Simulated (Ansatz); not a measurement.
# FH4N2Sc: a ladder of functionals and wavefunction methods

One table from this session's results is given with a row withheld; the runs are named, their logs left out.

Computed with Ansatz 0.2.0, Gaussian basis. Level: functionals in def2-TZVPP, the program's frozen cores in correlated methods.

The runs, in order: LDA (SPW92), PBE-D4, revPBE-D4, BLYP-D4, r2SCAN-D4, B97M-V, PBE0-D4, B3LYP-D4, r2SCANh-D4, r2SCAN0-D4, HSE06-D4, BHLYP-D4, CAM-B3LYP-D4, LC-ωPBE, ωB97X-V, ωB97M-V, B2PLYP, PBE-QIDH; CCSD(T)/def2-SVP; CCSD(T)/def2-TZVPP; MP2/def2-QZVPP; extrapolation to the limit; RPA on PBE.

### The relaxed structure

The geometry comes from an earlier relaxation with PBE0-D4 in a triple-zeta def2 set; it is a stationary point, not always the lowest conformer.

SMILES `[NH2][Sc]([NH2])[F]`, 8 atoms, charge 0, spin multiplicity 1.

Atoms are counted from 1 here; the program's logs count them from 0.

Bond lengths: N1–Sc2 1.984 Å, N1–H5 1.012 Å, N1–H6 1.013 Å, Sc2–N3 1.984 Å, Sc2–F4 1.857 Å, N3–H7 1.013 Å, N3–H8 1.012 Å. Angles: Sc2–N1–H5 126.9°, Sc2–N1–H6 126.1°, H5–N1–H6 107.1°, N1–Sc2–N3 118.6°, N1–Sc2–F4 120.7°, N3–Sc2–F4 120.7°, Sc2–N3–H7 126.1°, Sc2–N3–H8 126.9°, H7–N3–H8 107.1°.

Set-up of the first run:

File in.yaml:

```yaml
crystal:
  periodic: [false, false, false]
  atoms:
    - {symbol: N, position_ang: [0.685876, 1.525792, -0.468904]}
    - {symbol: Sc, position_ang: [-0.662125, 0.112603, -0.121893]}
    - {symbol: N, position_ang: [-0.045939, -1.634741, 0.586440]}
    - {symbol: F, position_ang: [-2.463906, 0.419271, -0.452991]}
    - {symbol: H, position_ang: [0.511519, 2.456508, -0.826900]}
    - {symbol: H, position_ang: [1.684377, 1.447442, -0.318430]}
    - {symbol: H, position_ang: [0.911800, -1.889151, 0.795720]}
    - {symbol: H, position_ang: [-0.621592, -2.437724, 0.806968]}
basis:
  gaussian: {orbitals: def2-TZVPP}
hamiltonian: {xc: lda}
output: {orbitals: {seedname: orbitals}}
```

Among the steps run: LDA; PBE-D4 (GGA); revPBE-D4 (GGA); BLYP-D4 (GGA); r2SCAN-D4 (meta-GGA); B97M-V (meta-GGA); PBE0-D4 (hybrid); B3LYP-D4 (hybrid); r2SCANh-D4 (hybrid); r2SCAN0-D4 (hybrid); HSE06-D4 (hybrid); BHLYP-D4 (hybrid); CAM-B3LYP-D4 (range-separated); LC-ωPBE-D4 (range-separated; the results give it without D4); ωB97X-V (range-separated); ωB97M-V (range-separated); B2PLYP (double hybrid); PBE-QIDH (double hybrid).

One table of the session follows, with a row left open; its other results are not shown here.

It belongs to the step «Frontier levels by functional». 

| functional | HOMO (eV) | LUMO (eV) | gap (eV) |
| --- | --- | --- | --- |
| LDA (SPW92) | -5.95 | -2.56 | 3.39 |
| PBE-D4 | -5.74 | -2.33 | 3.42 |
| revPBE-D4 | -5.67 | -2.18 | 3.49 |
| BLYP-D4 | -5.65 | -2.36 | 3.29 |
| r2SCAN-D4 | -6.00 | -1.97 | 4.02 |
| B97M-V | -6.04 | -2.19 | 3.85 |
| PBE0-D4 | -7.09 | -1.46 | 5.63 |
| B3LYP-D4 | -6.87 | -1.83 | 5.04 |
| r2SCANh-D4 | -6.51 | -1.67 | 4.84 |
| r2SCAN0-D4 | -7.28 | -1.23 | 6.05 |
| HSE06-D4 | -6.68 | -1.83 | 4.85 |
| BHLYP-D4 | -8.37 | -0.83 | 7.53 |
| CAM-B3LYP-D4 | ? | ? | ? |
| LC-ωPBE | -9.93 | 0.56 | 10.49 |
| ωB97X-V | -9.55 | 0.37 | 9.92 |
| ωB97M-V | -9.48 | -0.01 | 9.47 |

Q: Estimate the row for CAM-B3LYP-D4 from the others.

The run gave: HOMO (eV): -8.55; LUMO (eV): -0.70; gap (eV): 7.85. In the column «HOMO (eV)» it lies between ωB97M-V (-9.48) and BHLYP-D4 (-8.37).
